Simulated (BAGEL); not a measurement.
# CuSH (SMILES [SH][Cu]): HF/cc-pVTZ (density fitting with qzvpp-jkfit)

Aim: the vertical singlet–triplet gap of CuSH at HF/cc-pVTZ (density fitting with qzvpp-jkfit), from 2 runs. 

The calculation is run with BAGEL 1.2.2.

4 further runs of the same task are left out: 3 that didn't finish, 1 set aside as unsound or not needed.

**1. Starting point**

The species is CuSH (3 atoms), meant as a singlet with charge 0. SMILES: `[SH][Cu]`. Geometry: relaxed at PBE0-D4/def2-TZVP.

Bond lengths: S1–Cu2 2.117 Å, S1–H3 1.346 Å. Angles: Cu2–S1–H3 93.6°.

**2. The energy at HF/cc-pVTZ (density fitting with qzvpp-jkfit)**

calc.json

```json
{ "bagel": [

{
  "title": "molecule",
  "basis": "cc-pvtz.json",
  "df_basis": "qzvpp-jkfit",
  "angstrom": true,
  "geometry": [
    { "atom": "S", "xyz": [      -0.511900,       0.570500,      -0.230300 ] },
    { "atom": "Cu", "xyz": [       1.309500,       0.076500,       0.729600 ] },
    { "atom": "H", "xyz": [      -0.808400,      -0.711800,      -0.512600 ] }
  ]
},

{
  "title": "hf"
},

{
  "title": "print",
  "file": "orbitals.molden",
  "orbitals": true
}

]}
```

The basis set cc-pVTZ is read from a file made from the Basis Set Exchange's data (not shown).

Command:

```sh
$ BAGEL_NUM_THREADS=1 BAGEL calc.json > calc.out
```

Output:

```text
* using 1 threads per process

  ===============================================================
  ===============================================================

  *** Geometry ***

  { "atom" : "S", "xyz" : [     -0.967351,      1.078089,     -0.435204 ] },
  { "atom" : "Cu", "xyz" : [      2.474596,      0.144564,      1.378744 ] },
  { "atom" : "H", "xyz" : [     -1.527655,     -1.345107,     -0.968674 ] },

  Number of auxiliary basis functions:      410

  Since a DF basis is specified, we compute 2- and 3-index integrals:
    o Being stored without compression. Storage requirement is 0.044 GB

  Number of basis functions:      116
  Number of electrons      :       46

    * METHOD: MOLECULE                             0.22

  *** RHF ***

  === Nuclear Repulsion ===
   128.2088743662

      * DIIS with orbital gradients will be used.

  === RHF iteration (cc-pvtz.json) ===
      0      -2036.50315428          0.03964161           0.06
      1      -2033.30546026          0.10379399           0.06
      2      -2037.11231042          0.00349300           0.06
      3      -2037.12257600          0.00123835           0.06
      4      -2037.12421457          0.00045873           0.06
      5      -2037.12475486          0.00022402           0.06
      6      -2037.12490847          0.00007781           0.06
      7      -2037.12493274          0.00003998           0.06
      8      -2037.12494062          0.00002022           0.06
      9      -2037.12494175          0.00001676           0.06
     10      -2037.12494205          0.00000547           0.06
     11      -2037.12494212          0.00000134           0.06
     12      -2037.12494213          0.00000049           0.06
     13      -2037.12494213          0.00000022           0.06
     14      -2037.12494213          0.00000008           0.06
     15      -2037.12494213          0.00000004           0.06
     16      -2037.12494213          0.00000005           0.06
     17      -2037.12494213          0.00000001           0.06
    * SCF iteration converged.

    * Permanent dipole moment:
           (   -1.890043,     0.752967,    -0.973845) a.u.

    * METHOD: HF                                   1.40

    * METHOD: PRINT                                0.02

  ===============================================================
```

Wall time 1.8 s (1 thread of Arm Neoverse V2, shared host); peak memory 0.13 GiB.

**3. The triplet at the same level**

calc.json, as its differences from that of step 2:

```diff
@@ -15,3 +15,4 @@
 {
-  "title": "hf"
+  "title": "uhf",
+  "nopen": 2
 },
```

The basis set cc-pVTZ is read from a file made from the Basis Set Exchange's data (not shown).

Command:

```sh
$ BAGEL_NUM_THREADS=1 BAGEL calc.json > calc.out
```

Output:

```text
* using 1 threads per process

  ===============================================================
  ===============================================================

  *** Geometry ***

  { "atom" : "S", "xyz" : [     -0.967351,      1.078089,     -0.435204 ] },
  { "atom" : "Cu", "xyz" : [      2.474596,      0.144564,      1.378744 ] },
  { "atom" : "H", "xyz" : [     -1.527655,     -1.345107,     -0.968674 ] },

  Number of auxiliary basis functions:      410

  Since a DF basis is specified, we compute 2- and 3-index integrals:
    o Being stored without compression. Storage requirement is 0.044 GB

  Number of basis functions:      116
  Number of electrons      :       46

    * METHOD: MOLECULE                             0.22

  *** Open-shell HF ***

  === Nuclear Repulsion ===
   128.2088743662

      * DIIS with orbital gradients will be used.

  === UHF iteration (cc-pvtz.json) ===
      0      -2036.32344065          0.08146423           0.12
      1      -2011.35050626          0.31493164           0.13
      2      -1990.35253524          0.46133404           0.13
      3      -2033.07801150          0.17763573           0.13
      4      -2034.64115412          0.13087116           0.13
      5      -2035.78152102          0.09960118           0.13
      6      -2036.88766058          0.03279596           0.13
      7      -2037.02927017          0.01044526           0.13
      8      -2037.04064258          0.00120336           0.13
      9      -2037.04152238          0.00036556           0.13
     10      -2037.04174830          0.00015449           0.13
     11      -2037.04179417          0.00007673           0.13
     12      -2037.04180600          0.00004181           0.13
     13      -2037.04181192          0.00002095           0.13
     14      -2037.04181336          0.00001156           0.13
     15      -2037.04181371          0.00000489           0.13
     16      -2037.04181379          0.00000386           0.13
     17      -2037.04181382          0.00000197           0.13
     18      -2037.04181383          0.00000140           0.13
     19      -2037.04181384          0.00000064           0.13
     20      -2037.04181384          0.00000037           0.13
     21      -2037.04181384          0.00000021           0.13
     22      -2037.04181384          0.00000009           0.13
     23      -2037.04181384          0.00000007           0.13
     24      -2037.04181384          0.00000002           0.13
     25      -2037.04181384          0.00000002           0.13
     26      -2037.04181384          0.00000001           0.13
     27      -2037.04181384          0.00000001           0.13
    * SCF iteration converged.

    * S^2 (UHF) is 2.0202

    * Permanent dipole moment:
           (    1.444996,    -0.095551,     0.788942) a.u.

    * METHOD: UHF                                  3.87

    * METHOD: PRINT                                0.02

  ===============================================================
```

Wall time 4.5 s (1 thread of Arm Neoverse V2, shared host); peak memory 0.13 GiB.

**4. Results**

Level: HF/cc-pVTZ (density fitting with qzvpp-jkfit).

```
                                        quantity           value
                           singlet: total energy  -2037.12494 Eh
                          singlet: dipole moment          5.73 D
                            singlet: HOMO energy        -8.69 eV
                            singlet: LUMO energy        -0.07 eV
                          singlet: HOMO–LUMO gap         8.62 eV
                           triplet: total energy  -2037.04181 Eh
                          triplet: dipole moment          4.19 D
                                   triplet: ⟨S²⟩           2.020
vertical energy of the triplet above the singlet        2.262 eV
```

What this shows: At this shape the triplet lies 2.26 eV (52 kcal/mol) above the singlet.
